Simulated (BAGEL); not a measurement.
**HF/def2-TZVPP (density fitting with qzvpp-jkfit) run of ZnHCl (SMILES [Cl][ZnH])**

What is the vertical singlet–triplet gap of ZnHCl at HF/def2-TZVPP (density fitting with qzvpp-jkfit)? 

The calculation is run with BAGEL 1.2.2.

9 further runs of the same task are left out: 2 that didn't finish, 7 set aside as unsound or not needed.

### 1 The structure to begin with

ZnHCl: 3 atoms, total charge 0, spin state singlet. SMILES: `[Cl][ZnH]`. The shape is that of a PBE0-D4/def2-TZVP optimisation.

Bond lengths: Cl1–Zn2 2.102 Å, Zn2–H3 1.520 Å. Angles: Cl1–Zn2–H3 180.0°.

### 2 A single-point energy at HF/def2-TZVPP (density fitting with qzvpp-jkfit)

input.json reads:

```json
{ "bagel" : [

{
  "title" : "molecule",
  "basis" : "tzvpp",
  "df_basis" : "qzvpp-jkfit",
  "angstrom" : true,
  "geometry" : [
    { "atom" : "Cl", "xyz" : [    1.621600,   -0.593300,    0.815700 ] },
    { "atom" : "Zn", "xyz" : [   -0.168900,    0.036300,   -0.087800 ] },
    { "atom" : "H", "xyz" : [   -1.463600,    0.492300,   -0.741100 ] }
  ]
},
{ "title" : "hf" },
{ "title" : "print", "file" : "orbitals.molden", "orbitals" : true }

]}
```

The run is started by

```sh
$ BAGEL_NUM_THREADS=1 BAGEL input.json > input.out
```

Log:

```text
* using 1 threads per process

  ===============================================================
  ===============================================================

  *** Geometry ***

  { "atom" : "Cl", "xyz" : [      3.064380,     -1.121175,      1.541450 ] },
  { "atom" : "Zn", "xyz" : [     -0.319175,      0.068597,     -0.165918 ] },
  { "atom" : "H", "xyz" : [     -2.765803,      0.930312,     -1.400476 ] },

  Number of auxiliary basis functions:      410

  Since a DF basis is specified, we compute 2- and 3-index integrals:
    o Being stored without compression. Storage requirement is 0.047 GB

  Number of basis functions:      120
  Number of electrons      :       48

    * METHOD: MOLECULE                             0.23

  *** RHF ***

  === Nuclear Repulsion ===
   141.3158746024

      * DIIS with orbital gradients will be used.

  === RHF iteration (tzvpp) ===
      0      -2237.89144271          0.00695201           0.08
      1      -2237.93775142          0.00316370           0.08
      2      -2237.94539039          0.00094863           0.08
      3      -2237.94588087          0.00059950           0.08
      4      -2237.94606752          0.00005618           0.08
      5      -2237.94607170          0.00001334           0.08
      6      -2237.94607201          0.00000507           0.08
      7      -2237.94607205          0.00000126           0.08
      8      -2237.94607205          0.00000026           0.08
      9      -2237.94607205          0.00000008           0.08
     10      -2237.94607205          0.00000003           0.08
     11      -2237.94607205          0.00000002           0.08
     12      -2237.94607205          0.00000001           0.08
    * SCF iteration converged.

    * Permanent dipole moment:
           (    0.613938,    -0.215356,     0.309809) a.u.

    * METHOD: HF                                   1.32

    * METHOD: PRINT                                0.03

  ===============================================================
```

It took 1.7 s on 1 thread of Arm Neoverse V1, shared host; peak memory 0.14 GiB.

### 3 The triplet, same level

calc.json reads:

```json
{ "bagel": [

{
  "title": "molecule",
  "basis": "tzvpp",
  "df_basis": "qzvpp-jkfit",
  "angstrom": "true",
  "geometry": [
    { "atom": "Cl", "xyz": [       1.621600,      -0.593300,       0.815700 ] },
    { "atom": "Zn", "xyz": [      -0.168900,       0.036300,      -0.087800 ] },
    { "atom": "H", "xyz": [      -1.463600,       0.492300,      -0.741100 ] }
  ]
},

{ "title": "uhf", "nopen": 2 },

{ "title": "print", "file": "orbitals.molden", "orbitals": "true" }

]}
```

The run is started by

```sh
$ BAGEL_NUM_THREADS=1 BAGEL calc.json > calc.out
```

Log:

```text
* using 1 threads per process

  ===============================================================
  ===============================================================

  *** Geometry ***

  { "atom" : "Cl", "xyz" : [      3.064380,     -1.121175,      1.541450 ] },
  { "atom" : "Zn", "xyz" : [     -0.319175,      0.068597,     -0.165918 ] },
  { "atom" : "H", "xyz" : [     -2.765803,      0.930312,     -1.400476 ] },

  Number of auxiliary basis functions:      410

  Since a DF basis is specified, we compute 2- and 3-index integrals:
    o Being stored without compression. Storage requirement is 0.047 GB

  Number of basis functions:      120
  Number of electrons      :       48

    * METHOD: MOLECULE                             0.23

  *** Open-shell HF ***

  === Nuclear Repulsion ===
   141.3158746024

      * DIIS with orbital gradients will be used.

  === UHF iteration (tzvpp) ===
      0      -2237.63286339          0.01275908           0.18
      1      -2237.68427840          0.00778908           0.17
      2      -2237.69929698          0.00550207           0.17
      3      -2237.70567670          0.00181557           0.17
      4      -2237.70762422          0.00120274           0.17
      5      -2237.71061764          0.00049585           0.17
      6      -2237.71098909          0.00034054           0.17
      7      -2237.71119278          0.00014886           0.17
      8      -2237.71123702          0.00005161           0.17
      9      -2237.71124215          0.00001813           0.17
     10      -2237.71124322          0.00000885           0.17
     11      -2237.71124347          0.00000814           0.17
     12      -2237.71124357          0.00000741           0.17
     13      -2237.71124367          0.00000761           0.17
     14      -2237.71124322          0.00000637           0.17
     15      -2237.71124272          0.00000429           0.17
     16      -2237.71124255          0.00000240           0.17
     17      -2237.71124253          0.00000154           0.18
     18      -2237.71124253          0.00000113           0.17
     19      -2237.71124253          0.00000049           0.17
     20      -2237.71124253          0.00000031           0.17
     21      -2237.71124253          0.00000027           0.17
     22      -2237.71124253          0.00000026           0.17
     23      -2237.71124253          0.00000026           0.17
     24      -2237.71124253          0.00000024           0.17
     25      -2237.71124253          0.00000019           0.17
     26      -2237.71124253          0.00000010           0.18
     27      -2237.71124253          0.00000005           0.17
     28      -2237.71124253          0.00000002           0.17
     29      -2237.71124253          0.00000001           0.17
    * SCF iteration converged.

    * S^2 (UHF) is 2.0067

    * Permanent dipole moment:
           (    1.870052,    -0.651160,     0.943777) a.u.

    * METHOD: UHF                                  5.51

    * METHOD: PRINT                                0.04

  ===============================================================
```

It took 6 s on 1 thread of Arm Neoverse V1, shared host; peak memory 0.14 GiB.

### 4 What came out

Level: HF/def2-TZVPP (density fitting with qzvpp-jkfit).

| quantity | value |
| --- | --- |
| singlet: total energy | -2237.94607 Eh |
| singlet: dipole moment | 1.83 D |
| singlet: HOMO energy | -12.12 eV |
| singlet: LUMO energy | 1.65 eV |
| singlet: HOMO–LUMO gap | 13.77 eV |
| triplet: total energy | -2237.71124 Eh |
| triplet: dipole moment | 5.58 D |
| triplet: ⟨S²⟩ | 2.007 |
| vertical energy of the triplet above the singlet | 6.390 eV |

At this shape the triplet lies 6.39 eV (617 kJ/mol) above the singlet.
